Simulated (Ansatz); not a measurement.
**MoH₂Cl₄O₂: trial inputs and their diagnosis**

4 inputs were typed for MoH₂Cl₄O₂. Each is run as it stands; the log then has to tell whether the result can be used.

Method: the settings change from run to run; program: Ansatz 0.2.0, Gaussian basis.

### 1 The molecule

The geometry comes from an earlier relaxation with PBE0-D4 in a triple-zeta def2 set; it is a stationary point, not always the lowest conformer. Mo takes a core potential in def2 sets; no spin-orbit term is included.

SMILES `[OH][Mo]([OH])([Cl])([Cl])([Cl])[Cl]`, 9 atoms, charge 0, spin multiplicity 1.

Atoms are counted from 1 here; the program's logs count them from 0.

Bond lengths: O1–Mo2 1.835 Å, O1–H8 0.966 Å, Mo2–O3 1.843 Å, Mo2–Cl4 2.363 Å, Mo2–Cl5 2.332 Å, Mo2–Cl6 2.275 Å, Mo2–Cl7 2.281 Å, O3–H9 0.965 Å. Angles: Mo2–O1–H8 123.7°, O1–Mo2–O3 95.9°, O1–Mo2–Cl4 80.3°, O1–Mo2–Cl5 164.6°, O1–Mo2–Cl6 92.5°, O1–Mo2–Cl7 99.1°, O3–Mo2–Cl4 94.9°, O3–Mo2–Cl5 81.7°, O3–Mo2–Cl6 90.2°, O3–Mo2–Cl7 164.8°, Cl4–Mo2–Cl5 84.7°, Cl4–Mo2–Cl6 171.6°, Cl4–Mo2–Cl7 89.6°, Cl5–Mo2–Cl6 102.7°, Cl5–Mo2–Cl7 84.3°, Cl6–Mo2–Cl7 87.1°, Mo2–O3–H9 124.4°.

### 2 Input 1

in.yaml

```yaml
crystal:
  periodic: [false, false, false]
  atoms:
    - {symbol: O, position_ang: [-1.173225, -1.388796, -0.101959]}
    - {symbol: Mo, position_ang: [0.098873, 0.262870, -0.018390]}
    - {symbol: O, position_ang: [1.088544, -0.664621, -1.060753]}
    - {symbol: Cl, position_ang: [0.793685, -0.803029, 2.026507]}
    - {symbol: Cl, position_ang: [1.730647, 1.854696, 0.151729]}
    - {symbol: Cl, position_ang: [-1.170062, 0.907204, -1.973197]}
    - {symbol: Cl, position_ang: [-1.286767, 2.210612, 0.861770]}
    - {symbol: H, position_ang: [-1.252900, -2.014840, 0.782304]}
    - {symbol: H, position_ang: [2.105881, -0.353051, -1.104013]}
basis:
  gaussian: {orbitals: x2c-TZVPPall, fitting: {mean_field: cc-pVTZ-jkfit}}
hamiltonian: {xc: {name: B3LYP5}}
scf: {lower_state_search: light}
output: {forces: true}
```

The run is started by

```sh
$ ansatz run in.yaml --threads 2 --pin off --events-out ev --progress --plain --max-ram 32768MiB --backend cuda --devices 0, --max-vram 18GiB
```

Standard output:

```text
Functional definition: B3LYP5
  name "B3LYP5"
  cite "Stephens, Devlin, Chabalowski & Frisch, J. Phys. Chem. 98, 11623 (1994) doi:10.1021/j100096a001"
  cite "Becke, Phys. Rev. A 38, 3098 (1988) doi:10.1103/PhysRevA.38.3098"
  cite "Lee, Yang & Parr, Phys. Rev. B 37, 785 (1988) doi:10.1103/PhysRevB.37.785"
  cite "Vosko, Wilk & Nusair, Can. J. Phys. 58, 1200 (1980) doi:10.1139/p80-159"
  parameter a0 = 0.2
  parameter ax = 0.72
  parameter ac = 0.81
  exchange = (1 - a0 - ax)*slater_x + ax*b88_x + a0*exact_x
  correlation = (1 - ac)*vwn5_c + ac*lyp_c
Error: <dir> the basis set cc-pVTZ-JKFIT has no functions for Mo
```

Wall time 6 s (1 × H100 (card shared with other runs) with 2 threads of AMD EPYC 7R13, shared host); peak host memory 0.71 GiB.

Diagnosis: Refused before any calculation. The fitting set named has no entry for an element of this molecule. Cure: leave the fitting key out, or name a set that covers all elements and suits the basis. Its coordinates are also moved off the relaxed structure.

### 3 Input 2

in.yaml

```yaml
crystal:
  periodic: [false, false, false]
  atoms:
    - {symbol: O, position_ang: [-1.369298, -1.268987, 0.063295]}
    - {symbol: Mo, position_ang: [-0.156067, 0.224665, -0.041242]}
    - {symbol: O, position_ang: [1.202382, -0.693261, -1.068524]}
    - {symbol: Cl, position_ang: [0.544351, -0.731160, 2.138897]}
    - {symbol: Cl, position_ang: [1.682437, 1.801834, 0.318079]}
    - {symbol: Cl, position_ang: [-1.151649, 1.028677, -2.058040]}
    - {symbol: Cl, position_ang: [-1.467798, 1.861518, 1.114986]}
    - {symbol: H, position_ang: [-1.389467, -1.924618, 0.837264]}
    - {symbol: H, position_ang: [2.105108, -0.298658, -1.304705]}
basis:
  gaussian: {orbitals: def2-TZVP, fitting: {mean_field: def2-universal-jkfit}}
hamiltonian: {xc: {name: HF}}
correlation: {method: mp2, frozen_orbitals: {O: 9}}
```

The run is started by

```sh
$ ansatz run in.yaml --threads 2 --pin off --events-out ev --progress --plain --max-ram 32768MiB --backend cpu
```

Standard output:

```text
Functional definition: HF
  name "HF"
  cite "Fock, Z. Phys. 61, 126 (1930) doi:10.1007/BF01340294"
  parent pbe
  exchange = exact_x
  correlation = 0
Error: "frozen_orbitals" has no count for Mo
```

Wall time 0.05 s (2 threads of AMD EPYC 7R13, shared host).

Diagnosis: Refused before any calculation. Frozen orbitals are typed for one element alone, and the program wants a count for each. Its coordinates are also moved off the relaxed structure. Fix: leave frozen_orbitals out, or give every element a count that its core really has.

### 4 Input 3

in.yaml

```yaml
crystal:
  periodic: [true, true, true]
  atoms:
    - {symbol: O, position_ang: [-1.304093, -1.208559, 0.060281]}
    - {symbol: Mo, position_ang: [-0.148635, 0.213966, -0.039278]}
    - {symbol: O, position_ang: [1.145126, -0.660249, -1.017641]}
    - {symbol: Cl, position_ang: [0.518429, -0.696343, 2.037045]}
    - {symbol: Cl, position_ang: [1.602321, 1.716033, 0.302932]}
    - {symbol: Cl, position_ang: [-1.096808, 0.979693, -1.960039]}
    - {symbol: Cl, position_ang: [-1.397903, 1.772874, 1.061892]}
    - {symbol: H, position_ang: [-1.323302, -1.832970, 0.797394]}
    - {symbol: H, position_ang: [2.004865, -0.284436, -1.242576]}
basis:
  gaussian: {orbitals: def2-TZVPP}
hamiltonian: {xc: {name: HSE06}, dispersion: d3bj}
accuracy: high
```

The run is started by

```sh
$ ansatz run in.yaml --threads 2 --pin off --events-out ev --progress --plain --max-ram 32768MiB --backend cuda --devices 0, --max-vram 18GiB
```

Standard output:

```text
Error: YAML parse error: error: line 2 column 3: crystal: missing field `lattice` (a structure is typed as `lattice` and `atoms`, a molecule's as `atoms` in Å alone, or read from a run's directory, `checkpoint`)
 --> <input>:2:3
  |
1 | crystal:
2 |   periodic: [true, true, true]
  |   ^ crystal: missing field `lattice` (a structure is typed as `lattice` and `atoms`, a molecule's as `atoms` in Å alone, or read from a run's directory, `checkpoint`)
3 |   atoms:
4 |     - {symbol: O, position_ang: [-1.304093, -1.208559, 0.060281]}
  |
```

Wall time 0.05 s (1 × H100 (card shared with other runs) with 2 threads of AMD EPYC 7R13, shared host).

**Diagnosis.** Refused before any calculation. The molecule is marked periodic without a cell. Fix: set periodic to false, or give a lattice.

### 5 Input 4

in.yaml

```yaml
crystal:
  periodic: [false, false, false]
  atoms:
    - {symbol: O, position_ang: [-1.304093, -1.208559, 0.060281]}
    - {symbol: Mo, position_ang: [-0.148635, 0.213966, -0.039278]}
    - {symbol: O, position_ang: [1.145126, -0.660249, -1.017641]}
    - {symbol: Cl, position_ang: [0.518429, -0.696343, 2.037045]}
    - {symbol: Cl, position_ang: [1.602321, 1.716033, 0.302932]}
    - {symbol: Cl, position_ang: [-1.096808, 0.979693, -1.960039]}
    - {symbol: Cl, position_ang: [-1.397903, 1.772874, 1.061892]}
    - {symbol: H, position_ang: [-1.323302, -1.832970, 0.797394]}
    - {symbol: H, position_ang: [2.004865, -0.284436, -1.242576]}
basis:
  gaussian: {orbitals: def2-TZVPP}
hamiltonian: {xc: {name: HF}}
correlation: {active_space: {window: {electrons: 6, orbitals: 2}}}
```

The command is unchanged.

Standard output:

```text
Functional definition: HF
  name "HF"
  cite "Fock, Z. Phys. 61, 126 (1930) doi:10.1007/BF01340294"
  parent pbe
  exchange = exact_x
  correlation = 0
1956 factors; integrals over basis functions are off by at most 8.7e-4 eV
mean field evaluation 1: about -55948.7312 eV, gradient 8.2e1 eV
mean field evaluation 2: about -55949.2882 eV, gradient 8.3e1 eV
mean field evaluation 4: about -55962.7721 eV, gradient 8.5e0 eV
mean field evaluation 8: about -55962.9916 eV, gradient 2.0e0 eV
mean field evaluation 16: about -55963.0108 eV, gradient 2.0e-6 eV
mean field evaluation 32: about -55963.0039 eV, gradient 8.3e-1 eV
mean field -55963.01081143 eV, -2056.6027142290 hartree, gradient 2.5e-6 eV, S^2 0.000000; 0 other end points of the search recorded, 0 dependent functions left out
reference -55963.01081143 eV, -2056.6027142290 hartree; 50, 50 occupied and 264, 264 virtual orbitals, 1956 factors
Error: 6 electrons in 2 orbitals form no window around the highest filled level of the reference
```

Wall time 10 s (1 × H100 (card shared with other runs) with 2 threads of AMD EPYC 7R13, shared host); peak host memory 1.4 GiB.

**Diagnosis.** It ended in an error. The active space doesn't fit the electrons. To mend it, choose a window whose electrons and orbitals fit the reference.

### 6 How the tries ended

```
input                level                ended                                                                                    cause    time
    1  B3LYP5/x2c-TZVPPall              refused                       the fitting set named has no entry for an element of this molecule     6 s
    2        MP2/def2-TZVP              refused  frozen orbitals are typed for one element alone, and the program wants a count for each  0.05 s
    3     HSE06/def2-TZVPP              refused                                           the molecule is marked periodic without a cell  0.05 s
    4        HF/def2-TZVPP  stopped by an error                                               the active space doesn't fit the electrons    10 s
```

In words: 3 refused, 1 stopped by an error.
